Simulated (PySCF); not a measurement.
A run of PySCF 2.14.0 is set up as follows.

The input run.py:

```python
import json
import numpy as np
from pyscf.pbc import gto, scf, dft, df

cell = gto.Cell()
cell.basis = 'pob-tzvp-rev2'
cell.fromfile('POSCAR', format='poscar')
cell.exp_to_discard = 0
cell.precision = 1e-08
cell.max_memory = 2520  # MB
cell.verbose = 4
cell.build()

res = {}
kpts = cell.make_kpts([1, 1, 1])
mf = dft.KRKS(cell, kpts, xc='pbe')
mf = mf.density_fit()
mf.with_df._cderi_to_save = 'cderi.h5'
mf.with_df.build(j_only=False)
mf.conv_tol = 1e-07
mf.max_cycle = 60

mf.kernel()
res.update(converged=bool(mf.converged), e_tot=mf.e_tot, nelec=cell.nelectron, nao=cell.nao, mesh=list(map(int, cell.mesh)), a=cell.lattice_vectors().tolist(), coords=cell.atom_coords().tolist(),
           mo_energy=[np.real(x).tolist() for x in mf.mo_energy], mo_occ=[np.real(x).tolist() for x in mf.mo_occ])
res.update(kpts=cell.get_scaled_kpts(kpts).tolist())
res['parts'] = {k: float(np.real(v)) for k, v in mf.scf_summary.items() if np.isscalar(v)}
json.dump(res, open('results.json', 'w'))
if not mf.converged:
    raise SystemExit('SCF not converged')

print('levels (eV)')
for i, kp in enumerate(res['kpts'][:40]):
    print('k %7.4f %7.4f %7.4f  ' % tuple(kp), ' '.join('%.3f' % (x * 27.211386) for x in res['mo_energy'][i][:28]))

# Mulliken populations
dm, s = np.asarray(mf.make_rdm1()), np.asarray(mf.get_ovlp())
sites = cell.aoslice_by_atom()[:, 2:]
tot = np.einsum('kij,kji->i', dm, s).real / len(kpts)
res['mulliken'] = [cell.atom_charge(i) - tot[a0:a1].sum() for i, (a0, a1) in enumerate(sites)]
print('Mulliken charges', np.round(res['mulliken'], 5))
res['meta_lowdin'] = mf.mulliken_meta()[1].tolist()

# density on a uniform mesh
grids = dft.gen_grid.UniformGrids(cell)
grids.mesh = [57, 51, 51]
grids.build()
ni = dft.numint.KNumInt()
rho = [ni.get_rho(cell, x, grids, kpts) for x in [dm]]
np.save('rho.npy', np.reshape(rho, (-1, *grids.mesh)))
res['done'] = True
json.dump(res, open('results.json', 'w'))
```

The input POSCAR:

```
CuCl
1.0
   11.0000000000      0.0000000000      0.0000000000
    0.0000000000     10.0000000000      0.0000000000
    0.0000000000      0.0000000000     10.0000000000
Cl Cu
1 1
Direct
    0.5799600000      0.4744170000      0.5478040000
    0.4279760000      0.5360380000      0.4587990000
```

Potentials or basis: pob-tzvp-rev2 (all-electron).

Run with:

```sh
$ OMP_NUM_THREADS=2 python -u run.py > log
```

Problem. What does it give for the meta-löwdin charges?

Solution. Cl -0.51; Cu +0.51 e.

Problem. Predict the gap between the frontier levels.

Solution. 2.62 eV.

Caveat: this is a molecule in a periodic box at the Γ point, so its band gap is the HOMO-LUMO gap; the basis of atomic orbitals isn't converged, which shifts pressures, moduli and gaps; this basis is made for solids and lacks diffuse functions, so gaps of a molecule come out too wide by an eV or more.
